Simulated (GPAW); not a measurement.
Runs of GPAW 26.7.0 on GeSbTe3. It takes space group R3m (No. 160, trigonal). The conventional cell has a = 4.207 Å, b = 4.207 Å, c = 29.614 Å, α = 90.00°, β = 90.00°, γ = 120.00°. Around Te (site symmetry 3m) lie 3 Ge at 2.86 Å. Te (site symmetry 3m) has 3 Sb at 3.04 Å as nearest neighbours. Te (site symmetry 3m) has 3 Sb at 3.12 Å and 3 Ge at 3.14 Å as nearest neighbours. Sb (site symmetry 3m) is surrounded by 6 Te at 3.04 to 3.12 Å. Around Ge (site symmetry 3m) lie 6 Te at 2.86 to 3.14 Å. The cell comes from a database or a generator and needn't be the stable form of this composition.

| task | level | potentials or basis | k mesh | cutoff (eV) | maxiter | band path | band points | convergence | gap on the mesh (eV) | pressure (GPa) | largest force (eV/Å) |
| --- | --- | --- | --- | --- | --- | --- | --- | --- | --- | --- | --- |
| band structure | PBEsol | PAW data sets generated in the run's folder for this functional, pw | 5 × 5 × 5 | 600 | 150 | GLB1,BZGX,QFP1Z,LP | 60 | - | - | -2.9 | 0.17 |
| single point | LDA | the program's PAW data sets (release 1.2.1) made for this functional, pw | 6 × 6 × 6 | 450 | 120 | - | - | default | none | -4.3 | (c) |
| single point | PBEsol | PAW data sets generated in the run's folder for this functional, pw | 7 × 7 × 7 | 600 | 150 | - | - | - | none | (a) | 0.16 |
| single point | PBE | GPAW PAW data sets (gpaw-data 1.2.1), pw | 6 × 6 × 6 | 450 | 120 | - | - | default | none | -0.6 | 0.09 |
| band structure | PBE | GPAW PAW data sets (gpaw-data 1.2.1), pw | 5 × 5 × 5 | 600 | 150 | GLB1,BZGX,QFP1Z,LP | 60 | - | - | (b) | 0.11 |

Alike in all rows: no spin polarisation; cell as given; smearing fermi-dirac 0.05 eV.

Fill in the values left out.

(a) -2.8; (b) -0.3; (c) 0.20.

Caveats: the cutoff is short for stress and forces, so pressures can be off by a GPa or more (some runs).

A k mesh can miss the band edges, and the runs leave out spin-orbit coupling on Ge, Sb, Te.

A gap of «none» marks a metal or a gap under the smearing width.

Not every run made on this cell is shown here.
